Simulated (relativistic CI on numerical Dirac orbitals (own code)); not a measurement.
# Ga⁶⁺: one ion under different settings

How much do the settings matter for Ga⁶⁺? One ion, several inputs.

The numbers are computed with relativistic CI on numerical Dirac orbitals (own code) version 3 (Dirac-Coulomb-Breit CI, KLI orbitals optimised for each configuration, model QED (radiative potential, 1s self-energy scaled to tabulated hydrogen-like ionisation energies), numerical settings as typed), except any that are marked as measured or tabulated.

### Step 1. The atom as given

- ion: Ga⁶⁺ (Ga VII)
- nuclear charge: 31
- electrons: 25
- isotope: A = 69

### Step 2. Usual settings

Settings of the run:

```ini
atom Ga  Z=31  charge=6  electrons=25
nucleus A=69  rms_radius_fm=3.9973
hamiltonian dirac-coulomb  breit=on  qed=on  c_scale=1
orbitals kli  potential=per-configuration
slater_scale 1
correlation none
mixing on
grid step=0.0125 r_max=21.3
scf mixing=0.4 start=green max_iterations=150 tolerance=2e-08 node_fill=0.05
configurations
  [Ar] 3d7
  [Ar] 3d6 4s
  [Ne] 3s2 3p5 3d8
end
```

Launch:

```
python run_levels.py task.json out
```

The settings of every run stand in task.json; they run in order.

The program writes no log. Results of the run, from its result record (rounded, main fields):

```text
{
  "status": "converged",
  "levels [i, E_cm, J2, conf, term, w_term, w_jj]": [
    [0, 0, 9, "3p6 3d7", "4F", 0.993, 0.5577],
    [1, 2708.5164, 7, "3p6 3d7", "4F", 0.9981, 0.8315],
    [2, 4597.9644, 5, "3p6 3d7", "4F", 0.9963, 0.6897],
    [3, 5856.8441, 3, "3p6 3d7", "4F", 0.9928, 0.3515],
    [4, 30338.499, 5, "3p6 3d7", "4P", 0.9911, 0.59],
    [5, 30412.966, 9, "3p6 3d7", "2G", 0.9464, 0.4176],
    [6, 30768.906, 3, "3p6 3d7", "4P", 0.8982, 0.4105],
    [7, 32209.059, 1, "3p6 3d7", "4P", 0.9622, 0.659],
    [8, 33017.964, 7, "3p6 3d7", "2G", 0.9964, 0.5098],
    [9, 40202.848, 3, "3p6 3d7", "2P", 0.697, 0.4637],
    [10, 40341.639, 11, "3p6 3d7", "2H", 1, 1],
    [11, 42810.521, 9, "3p6 3d7", "2H", 0.9533, 0.7194],
    [12, 42948.574, 1, "3p6 3d7", "2P", 0.9623, 0.659],
    [13, 44042.956, 5, "3p6 3d7", "2D", 0.9879, 0.4788],
    "... 16 more rows left out ..."
  ],
  "total_energy [Ha]": -1929.7850818,
  "n_levels_all": 127,
  "overlap": 2.8374e-12,
  "scf_iterations": [10, 12, 11],
  "orbital_energies [Ha]": {"1s": -380.407, "2s": -51.3507, "2p1/2": -46.0201, "2p3/2": -45.0061, "3s": -10.1883, "3p1/2": -8.43752, "3p3/2": -8.29439, "3d3/2": -5.3285, "3d5/2": -5.30694},
  "configurations [conf, odd, states, E_av_Ha, breit_Ha, qed_Ha]": [
    ["3p6 3d7", 0, 120, -1931.030303, 0.851, 0.5725],
    ["3p6 3d6 4s", 0, 420, -1929.213765, 0.852, 0.5736],
    ["3p5 3d8", 1, 270, -1927.722097, 0.8458, 0.5725]
  ],
  "scf_steps of the first configuration [iteration, E_Ha, residual, outer_eigenvalue_Ha]": [
    [1, -1906.76521, 2.87, -11.64],
    [2, -1926.769716, 1.25, -7.631],
    [3, -1930.873953, 0.132, -5.217],
    [4, -1931.006813, 0.107, -5.523],
    [5, -1931.029667, 0.0181, -5.344],
    [6, -1931.03029, 0.000671, -5.309],
    [7, -1931.030283, 0.000407, -5.306],
    [8, -1931.030303, 1.18e-05, -5.307],
    [9, -1931.030304, 5.15e-06, -5.307],
    [10, -1931.030303, 1.6e-08, -5.307]
  ]
}
```

Run time: 0.21 s. Hardware: 1 thread, shared host.

### Step 3. Iteration limit 20

The settings differ from step 2 so:

```diff
@@ -8,3 +8,3 @@
 grid step=0.0125 r_max=21.3
-scf mixing=0.4 start=green max_iterations=150 tolerance=2e-08 node_fill=0.05
+scf mixing=0.4 start=green max_iterations=20 tolerance=2e-08 node_fill=0.05
 configurations
```

From the record:

```text
{
  "status": "converged",
  "levels [i, E_cm, J2, conf, term, w_term]": [
    [0, 0, 9, "3p6 3d7", "4F", 0.993],
    [1, 2708.5164, 7, "3p6 3d7", "4F", 0.9981],
    [2, 4597.9644, 5, "3p6 3d7", "4F", 0.9963],
    [3, 5856.8441, 3, "3p6 3d7", "4F", 0.9928],
    [4, 30338.499, 5, "3p6 3d7", "4P", 0.9911],
    [5, 30412.966, 9, "3p6 3d7", "2G", 0.9464],
    [6, 30768.906, 3, "3p6 3d7", "4P", 0.8982],
    [7, 32209.059, 1, "3p6 3d7", "4P", 0.9622],
    "... 22 more rows left out ..."
  ],
  "total_energy [Ha]": -1929.7850818,
  "n_levels_all": 127,
  "overlap": 2.8374e-12,
  "scf_iterations": [10, 12, 11],
  "orbital_energies [Ha]": {"1s": -380.407, "2s": -51.3507, "2p1/2": -46.0201, "2p3/2": -45.0061, "3s": -10.1883, "3p1/2": -8.43752, "3p3/2": -8.29439, "3d3/2": -5.3285, "3d5/2": -5.30694},
  "configurations [conf, odd, states, E_av_Ha, breit_Ha, qed_Ha]": [
    ["3p6 3d7", 0, 120, -1931.030303, 0.851, 0.5725],
    ["3p6 3d6 4s", 0, 420, -1929.213765, 0.852, 0.5736],
    ["3p5 3d8", 1, 270, -1927.722097, 0.8458, 0.5725]
  ],
  "scf_steps of the first configuration [iteration, E_Ha, residual, outer_eigenvalue_Ha]": [
    [1, -1906.76521, 2.87, -11.64],
    [2, -1926.769716, 1.25, -7.631],
    [3, -1930.873953, 0.132, -5.217],
    [4, -1931.006813, 0.107, -5.523],
    [5, -1931.029667, 0.0181, -5.344],
    [6, -1931.03029, 0.000671, -5.309],
    [7, -1931.030283, 0.000407, -5.306],
    [8, -1931.030303, 1.18e-05, -5.307],
    [9, -1931.030304, 5.15e-06, -5.307],
    [10, -1931.030303, 1.6e-08, -5.307]
  ]
}
```

It took 0.22 s on 1 thread, shared host.

### Step 4. Node fill 0, tolerance 0.0001, grid step 0.006

The settings differ from step 3 so:

```diff
@@ -7,4 +7,4 @@
 mixing on
-grid step=0.0125 r_max=21.3
-scf mixing=0.4 start=green max_iterations=20 tolerance=2e-08 node_fill=0.05
+grid step=0.006 r_max=21.3
+scf mixing=0.4 start=green max_iterations=150 tolerance=0.0001 node_fill=0
 configurations
```

From the record:

```text
{
  "status": "converged",
  "levels [i, E_cm, J2, conf, term, w_term]": [
    [0, 0, 9, "3p6 3d7", "4F", 0.9931],
    [1, 2694.7486, 7, "3p6 3d7", "4F", 0.9981],
    [2, 4575.8101, 5, "3p6 3d7", "4F", 0.9963],
    [3, 5829.5909, 3, "3p6 3d7", "4F", 0.9929],
    [4, 30376.408, 5, "3p6 3d7", "4P", 0.9912],
    [5, 30452.742, 9, "3p6 3d7", "2G", 0.947],
    [6, 30810.042, 3, "3p6 3d7", "4P", 0.8994],
    [7, 32237.988, 1, "3p6 3d7", "4P", 0.9627],
    "... 22 more rows left out ..."
  ],
  "total_energy [Ha]": -1929.7843785,
  "n_levels_all": 127,
  "overlap": 1.86161e-14,
  "scf_iterations": [8, 8, 8],
  "orbital_energies [Ha]": {"1s": -380.611, "2s": -51.4244, "2p1/2": -46.1036, "2p3/2": -45.0881, "3s": -10.2027, "3p1/2": -8.45316, "3p3/2": -8.30967, "3d3/2": -5.34413, "3d5/2": -5.32245},
  "configurations [conf, odd, states, E_av_Ha, breit_Ha, qed_Ha]": [
    ["3p6 3d7", 0, 120, -1931.030235, 0.8517, 0.5726],
    ["3p6 3d6 4s", 0, 420, -1929.213529, 0.8528, 0.5737],
    ["3p5 3d8", 1, 270, -1927.722039, 0.8465, 0.5726]
  ],
  "scf_steps of the first configuration [iteration, E_Ha, residual, outer_eigenvalue_Ha]": [
    [1, -1906.765271, 2.85, -11.64],
    [2, -1926.719923, 1.24, -7.642],
    [3, -1930.888435, 0.132, -5.233],
    [4, -1930.999342, 0.107, -5.538],
    [5, -1931.028425, 0.0176, -5.359],
    [6, -1931.030239, 0.000852, -5.325],
    [7, -1931.030243, 0.000359, -5.322],
    [8, -1931.030235, 1.39e-05, -5.322]
  ]
}
```

Run time: 0.36 s. Hardware: 1 thread, shared host.

### Step 5. Slater scale 0.5

Settings of the run:

```ini
atom Ga  Z=31  charge=6  electrons=25
nucleus A=69  rms_radius_fm=3.9973
hamiltonian dirac-coulomb  breit=on  qed=on  c_scale=1
orbitals kli  potential=per-configuration
slater_scale 0.5
correlation none
mixing on
grid step=0.0125 r_max=21.3
scf mixing=0.4 start=green max_iterations=150 tolerance=2e-08 node_fill=0.05
configurations
  [Ar] 3d7
  [Ar] 3d6 4s
  [Ne] 3s2 3p5 3d8
end
```

From the record:

```text
{
  "status": "converged",
  "levels [i, E_cm, J2, conf, term, w_term]": [
    [0, 0, 9, "3p6 3d7", "4F", 0.9756],
    [1, 2823.7186, 7, "3p6 3d7", "4F", 0.9935],
    [2, 4588.0189, 5, "3p6 3d7", "4F", 0.9831],
    [3, 5703.5794, 3, "3p6 3d7", "4F", 0.969],
    [4, 15847.895, 3, "3p6 3d7", "4P", 0.7049],
    [5, 15900.019, 9, "3p6 3d7", "2G", 0.8642],
    [6, 16136.18, 5, "3p6 3d7", "4P", 0.9679],
    [7, 17855.027, 1, "3p6 3d7", "4P", 0.8834],
    "... 22 more rows left out ..."
  ],
  "total_energy [Ha]": -1929.7030083,
  "n_levels_all": 127,
  "overlap": 2.8374e-12,
  "scf_iterations": [10, 12, 11],
  "orbital_energies [Ha]": {"1s": -380.407, "2s": -51.3507, "2p1/2": -46.0201, "2p3/2": -45.0061, "3s": -10.1883, "3p1/2": -8.43752, "3p3/2": -8.29439, "3d3/2": -5.3285, "3d5/2": -5.30694},
  "configurations [conf, odd, states, E_av_Ha, breit_Ha, qed_Ha]": [
    ["3p6 3d7", 0, 120, -1931.030303, 0.851, 0.5725],
    ["3p6 3d6 4s", 0, 420, -1929.213765, 0.852, 0.5736],
    ["3p5 3d8", 1, 270, -1927.722097, 0.8458, 0.5725]
  ],
  "scf_steps of the first configuration [iteration, E_Ha, residual, outer_eigenvalue_Ha]": [
    [1, -1906.76521, 2.87, -11.64],
    [2, -1926.769716, 1.25, -7.631],
    [3, -1930.873953, 0.132, -5.217],
    [4, -1931.006813, 0.107, -5.523],
    [5, -1931.029667, 0.0181, -5.344],
    [6, -1931.03029, 0.000671, -5.309],
    [7, -1931.030283, 0.000407, -5.306],
    [8, -1931.030303, 1.18e-05, -5.307],
    [9, -1931.030304, 5.15e-06, -5.307],
    [10, -1931.030303, 1.6e-08, -5.307]
  ]
}
```

Wall time 0.21 s (1 thread, shared host).

### Step 6. Speed-of-light factor 2

The settings differ from step 5 so:

```diff
@@ -2,5 +2,5 @@
 nucleus A=69  rms_radius_fm=3.9973
-hamiltonian dirac-coulomb  breit=on  qed=on  c_scale=1
+hamiltonian dirac-coulomb  breit=on  qed=on  c_scale=2
 orbitals kli  potential=per-configuration
-slater_scale 0.5
+slater_scale 1
 correlation none
```

From the record:

```text
{
  "status": "converged",
  "levels [i, E_cm, J2, conf, term, w_term]": [
    [0, 0, 9, "3p6 3d7", "4F", 0.9995],
    [1, 658.42663, 7, "3p6 3d7", "4F", 0.9998],
    [2, 1153.659, 5, "3p6 3d7", "4F", 0.9997],
    [3, 1499.1548, 3, "3p6 3d7", "4F", 0.9995],
    [4, 28978.865, 5, "3p6 3d7", "4P", 0.9993],
    [5, 29258.15, 3, "3p6 3d7", "4P", 0.9931],
    [6, 29496.066, 1, "3p6 3d7", "4P", 0.9972],
    [7, 29531.838, 9, "3p6 3d7", "2G", 0.9951],
    "... 22 more rows left out ..."
  ],
  "total_energy [Ha]": -1915.9076205,
  "n_levels_all": 127,
  "overlap": 2.95331e-12,
  "scf_iterations": [10, 12, 11],
  "orbital_energies [Ha]": {"1s": -376.691, "2s": -50.5322, "2p1/2": -45.326, "2p3/2": -45.078, "3s": -10.0487, "3p1/2": -8.33212, "3p3/2": -8.29721, "3d3/2": -5.33961, "3d5/2": -5.33419},
  "configurations [conf, odd, states, E_av_Ha, breit_Ha, qed_Ha]": [
    ["3p6 3d7", 0, 120, -1916.429961, 0.2105, 0.481],
    ["3p6 3d6 4s", 0, 420, -1914.565877, 0.2108, 0.4819],
    ["3p5 3d8", 1, 270, -1913.176715, 0.2093, 0.481]
  ],
  "scf_steps of the first configuration [iteration, E_Ha, residual, outer_eigenvalue_Ha]": [
    [1, -1893.003087, 2.81, -11.62],
    [2, -1912.310443, 1.23, -7.652],
    [3, -1916.279307, 0.131, -5.246],
    [4, -1916.406737, 0.106, -5.551],
    [5, -1916.4294, 0.0173, -5.37],
    [6, -1916.429953, 0.000748, -5.337],
    [7, -1916.429942, 0.000373, -5.333],
    [8, -1916.42996, 1.22e-05, -5.334],
    [9, -1916.429961, 4.54e-06, -5.334],
    [10, -1916.429961, 1.6e-08, -5.334]
  ]
}
```

Run time: 0.21 s. Hardware: 1 thread, shared host.

With a scaled speed of light this is not the real ion; the QED potentials keep the true α and change only through the orbitals.

### Step 7. Comparison

| setting | total energy less usual (Ha) | largest shift of a level among the lowest eight of both runs, same label and place (cm⁻¹) | SCF iterations | time | lowest level | kind of change |
| --- | --- | --- | --- | --- | --- | --- |
| usual | 0 | 0 | 33 | 0.21 s | 3d7 4F9/2 | - |
| iteration limit 20 | 0 | 0 | 33 | 0.22 s | 3d7 4F9/2 | numerical |
| node fill 0, tolerance 0.0001, grid step 0.006 | 0.000703 | 41.1 | 24 | 0.36 s | 3d7 4F9/2 | numerical |
| Slater scale 0.5 | 0.0821 | 14900 | 33 | 0.21 s | 3d7 4F9/2 | model term |
| speed-of-light factor 2 | 13.9 | 4360 | 33 | 0.21 s | 3d7 4F9/2 | unphysical constant |

### Step 8. Results

```
                    quantity          value
lowest level, usual settings      3d7 4F9/2
                total energy  -1929.7851 Ha
            first excitation    2708.5 cm⁻¹
```

In words: Among the runs whose levels can be followed, they move most under «Slater scale 0.5» (model term), by up to 14900 cm⁻¹. No visible change in the result comes from «iteration limit 20». Only the listed configurations are in the model.
